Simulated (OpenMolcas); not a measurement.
**Co⁴⁺ among point charges: CASSCF and CASPT2 levels and susceptibility**

Aim: the splitting of the states of Co⁴⁺ in the field of 4 point charges, its lowest levels with spin-orbit coupling and its magnetic susceptibility.

Program: OpenMolcas 26.06. Level of theory: state-averaged CASSCF and CASPT2, spin-orbit coupling by RASSI with atomic mean-field integrals. These are calculated values, not measurements, unless marked.

## (1) Starting point

| Property | Result |
| --- | --- |
| Species | Co⁴⁺ (cobalt, Z = 27, 23 electrons) |
| Basis | ANO-RCC-VDZP [5s4p2d1f], 34 functions |
| Scalar Hamiltonian | DKH2, point nucleus |
| Inactive shells | 1s 2s 2p 3s 3p |
| Active space | 5 electrons in 5 orbitals (3d) |
| Some configurations of this space | 3d⁵ |
| Orbitals | optimised for each spin and parity, averaged over all roots |

Outer shells as boxes (Hund's rule):

3d5
```
3d [↑ ][↑ ][↑ ][↑ ][↑ ]
```

The ion sits among 4 point charges of -2 e arranged as a tetrahedron (Td), 2.03 Å from the ion.

The work runs as a chain of OpenMolcas steps in one folder; each step below is one input file. Labels, J, g values, rates, χT and fits are worked out afterwards by a script from the matrices that RASSI stores.

## (2) One- and two-electron integrals

File a.inp:

```
&GATEWAY
Coord
1

Co 0.0 0.0 0.0
Basis=ANO-RCC-VDZP
Group=NoSym
NoMove
AngMom=0.0 0.0 0.0
AMFI
XField
4 Angstrom 0
1.172021 1.172021 1.172021 -2.000000
1.172021 -1.172021 -1.172021 -2.000000
-1.172021 1.172021 -1.172021 -2.000000
-1.172021 -1.172021 1.172021 -2.000000
&SEWARD
```

The run is started by

```sh
$ OMP_NUM_THREADS=1 MOLCAS_MEM=1689 MOLCAS_PROJECT=a pymolcas a.inp > a.log
```

## (3) CASSCF: sextets, 1 root

File a.inp:

```
&RASSCF
FileOrb=start.orb
Symmetry=1
Spin=6
nActEl=5 0 0
Inactive=9
Ras2=5
CIRoot=1 1 1
SDav=1
CIMx=300
Iter=120 100
PrWF=0.3
OrbListing=Nothing
MaxOrb=0
>>> COPY $Project.JobIph JOB001
```

start.orb holds the contracted functions of the basis, ordered by shell, or the orbitals of the step before.

## (4) CASSCF: quartets, 24 roots

File a.inp:

```
&RASSCF
FileOrb=start.orb
Symmetry=1
Spin=4
nActEl=5 0 0
Inactive=9
Ras2=5
CIRoot=24 24 1
SDav=24
CIMx=300
Iter=120 100
PrWF=0.3
OrbListing=Nothing
MaxOrb=0
>>> COPY $Project.JobIph JOB002
```

## (5) Reference wave functions, doublets, 75 roots

File a.inp:

```
&RASSCF
FileOrb=start.orb
Symmetry=1
Spin=2
nActEl=5 0 0
Inactive=9
Ras2=5
CIRoot=75 75 1
SDav=75
CIMx=300
Iter=120 100
PrWF=0.3
OrbListing=Nothing
MaxOrb=0
>>> COPY $Project.JobIph JOB003
```

## (6) State interaction with spin-orbit coupling

File a.inp:

```
&RASSI
NrOfJobIphs=3 1 24 75
1
1 2 3 4 5 6 7 8 9 10 11 12 13 14 15 16 17 18 19 20 21 22 23 24
1 2 3 4 5 6 7 8 9 10 11 12 13 14 15 16 17 18 19 20 21 22 23 24 25 26 27
28 29 30 31 32 33 34 35 36 37 38 39 40 41 42 43 44 45 46 47 48 49 50 51
52 53 54 55 56 57 58 59 60 61 62 63 64 65 66 67 68 69 70 71 72 73 74 75
IphNames
JOB001
JOB002
JOB003
EJob
SpinOrbit
DIPRint=1.0
SOCoupling=1000.0
Subsets=2
Property=9
'ANGMOM' 1 'ANGMOM' 2 'ANGMOM' 3 'MLTPL  1' 1 'MLTPL  1' 2 'MLTPL  1' 3
'AMFI' 1 'AMFI' 2 'AMFI' 3
SOProperty=3
'ANGMOM' 1 'ANGMOM' 2 'ANGMOM' 3
```

## (7) CASPT2: IPEA 0.25, imaginary shift 0.1 (closed shells correlated: 3s 3p)

File a.inp:

```
>>> COPY JOB001 $Project.JobIph
&CASPT2
Multistate=1 1
Frozen=5
IPEA=0.25
Imaginary=0.1
MaxIter=60
WThr=0.0 0.3 0.05
PrWF=0.5
NoMix
>>> COPY JOB002 $Project.JobIph
&CASPT2
Multistate=24 1 2 3 4 5 6 7 8 9 10 11 12 13 14 15 16 17 18 19 20 21 22
23 24
NoMult
Frozen=5
IPEA=0.25
Imaginary=0.1
MaxIter=60
WThr=0.0 0.3 0.05
PrWF=0.5
NoMix
>>> COPY JOB003 $Project.JobIph
&CASPT2
Multistate=75 1 2 3 4 5 6 7 8 9 10 11 12 13 14 15 16 17 18 19 20 21 22
23 24 25 26 27 28 29 30 31 32 33 34 35 36 37 38 39 40 41 42 43 44 45 46
47 48 49 50 51 52 53 54 55 56 57 58 59 60 61 62 63 64 65 66 67 68 69 70
71 72 73 74 75
NoMult
Frozen=5
IPEA=0.25
Imaginary=0.1
MaxIter=60
WThr=0.0 0.3 0.05
PrWF=0.5
NoMix
```

(Steps that only read results are left out.)

**Question.** What will these runs give? Wanted: spin-free ground state; lowest level; next level.

As calculated:

```
                 quantity                                                                        value
                   method  SS-CASPT2, IPEA 0.25, imaginary shift 0.1 (closed shells correlated: 3s 3p)
   spin-free ground state                                              6A1, 1-fold in its orbital part
             lowest level                                                                       6-fold
               next level                                                                 39857.0 cm⁻¹
              χT at 300 K                                                               4.38 cm³ K/mol
effective moment at 300 K                                                                      5.92 μB
```

Cost by method:

```
                                              method  time of its own steps  time with the reference
                                           A. CASSCF                   26 s                     26 s
B. SS-CASPT2, IPEA 0.25, imaginary shift 0.1, +3s 3p                  9.3 s                     36 s
```

Times are of one thread on a shared host.

The spin-free ground state (6A1) comes to 100 % from free-ion S terms and keeps the highest spin of the shell. χT at 300 K is 4.38, against 4.39 cm³ K/mol for the spin alone, as a half-filled shell (L = 0) has no orbital moment. An active space of the d shell alone favours high spin; real ions in strong fields can be low spin. A ligand-field fit to the states below 45000 cm-1 gives 10Dq = -902 cm-1, B = 1770 cm-1 and C = 4474 cm-1 (C/B = 2.53), with a deviation of 13 cm-1. CASPT2 does not keep the components of a term degenerate, and the means are used. The field of point charges can differ much from that of real complexes. Point charges carry no covalency, so the field is a model and not that of real ligands.
